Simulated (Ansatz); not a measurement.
**C4H8Sn: how energies converge with the basis set**

How large a basis does C4H8Sn need? Two functionals are run in growing sets.

The runs use Ansatz 0.2.0, Gaussian basis; one geometry, several basis sets.

Levels to be run: PBE0-D4/def2-SVP; ωB97M-V/def2-SVP; PBE0-D4/def2-QZVPP; ωB97M-V/def2-QZVPP; the functionals' def2-TZVPP values are taken from earlier runs.

### Step 1. Structure used throughout

All runs share one geometry, relaxed beforehand with PBE0-D4 in a triple-zeta def2 set. Sn takes the def2 core potential; no spin-orbit term is included.

SMILES `C=[CH][SnH2][CH]=C`, 13 atoms, charge 0, spin multiplicity 1.

Atoms are counted from 1 here; the program's logs count them from 0.

Bond lengths: C1–C2 1.328 Å, C1–H6 1.087 Å, C1–H7 1.088 Å, C2–Sn3 2.128 Å, C2–H8 1.088 Å, Sn3–C4 2.125 Å, Sn3–H9 1.712 Å, Sn3–H10 1.712 Å, C4–C5 1.328 Å, C4–H11 1.088 Å, C5–H12 1.088 Å, C5–H13 1.087 Å. Angles: C2–C1–H6 122.2°, C2–C1–H7 121.9°, H6–C1–H7 115.9°, C1–C2–Sn3 121.9°, C1–C2–H8 118.9°, Sn3–C2–H8 119.2°, C2–Sn3–C4 107.8°, C2–Sn3–H9 109.6°, C2–Sn3–H10 111.1°, C4–Sn3–H9 111.2°, C4–Sn3–H10 107.9°, H9–Sn3–H10 109.3°, Sn3–C4–C5 122.8°, Sn3–C4–H11 118.6°, C5–C4–H11 118.6°, C4–C5–H12 122.0°, C4–C5–H13 122.3°, H12–C5–H13 115.8°.

Geometry (Å):

```xyz
13
C4H8Sn
C    -1.06774    1.91777    0.55754
C    -0.21227    1.34555    1.39622
Sn    0.75887   -0.49064    0.93294
C    -0.18406   -1.30605   -0.78846
C     0.41532   -1.37909   -1.97120
H    -1.31156    1.48128   -0.40783
H    -1.56567    2.85551    0.79443
H    -0.00701    1.82995    2.34837
H     0.63991   -1.55638    2.26700
H     2.40966   -0.23592    0.55809
H    -1.20562   -1.67010   -0.69916
H    -0.08386   -1.79143   -2.84547
H     1.43453   -1.03535   -2.12758
```

### Step 2. PBE0-D4 in def2-SVP

Contents of in.yaml:

```yaml
crystal:
  periodic: [false, false, false]
  atoms:
    - {symbol: C, position_ang: [-1.067739, 1.917770, 0.557542]}
    - {symbol: C, position_ang: [-0.212271, 1.345552, 1.396219]}
    - {symbol: Sn, position_ang: [0.758868, -0.490637, 0.932943]}
    - {symbol: C, position_ang: [-0.184062, -1.306054, -0.788465]}
    - {symbol: C, position_ang: [0.415322, -1.379090, -1.971196]}
    - {symbol: H, position_ang: [-1.311563, 1.481277, -0.407830]}
    - {symbol: H, position_ang: [-1.565674, 2.855506, 0.794432]}
    - {symbol: H, position_ang: [-0.007008, 1.829947, 2.348372]}
    - {symbol: H, position_ang: [0.639913, -1.556375, 2.266998]}
    - {symbol: H, position_ang: [2.409662, -0.235924, 0.558088]}
    - {symbol: H, position_ang: [-1.205623, -1.670097, -0.699158]}
    - {symbol: H, position_ang: [-0.083860, -1.791425, -2.845467]}
    - {symbol: H, position_ang: [1.434534, -1.035347, -2.127577]}
basis:
  gaussian: {orbitals: def2-SVP}
hamiltonian: {xc: pbe0, dispersion: d4}
output: {orbitals: {seedname: orbitals}}
```

Launch:

```bash
$ ansatz run in.yaml --threads 4 --pin off --events-out ev --progress --plain --max-ram 11315MiB
```

After this run come: ωB97M-V in def2-SVP; PBE0-D4 in def2-QZVPP; ωB97M-V in def2-QZVPP.

Before running them: what should the planned runs give, taken together? Wanted: PBE0-D4: double and triple zeta above quadruple; ωB97M-V: double and triple zeta above quadruple.

The runs gave:

```
                                       quantity          value
PBE0-D4: double and triple zeta above quadruple  5.29, 0.29 eV
ωB97M-V: double and triple zeta above quadruple  5.59, 0.28 eV
```

**Reading.** PBE0-D4 gains 4.99 eV from double to triple zeta, then 0.29 eV more. Total energies overstate the basis error of differences, where much of it tends to cancel. The LUMO of ωB97M-V is positive and keeps falling with the basis (1.94 to 1.29 eV): an unbound level that the basis holds in place.
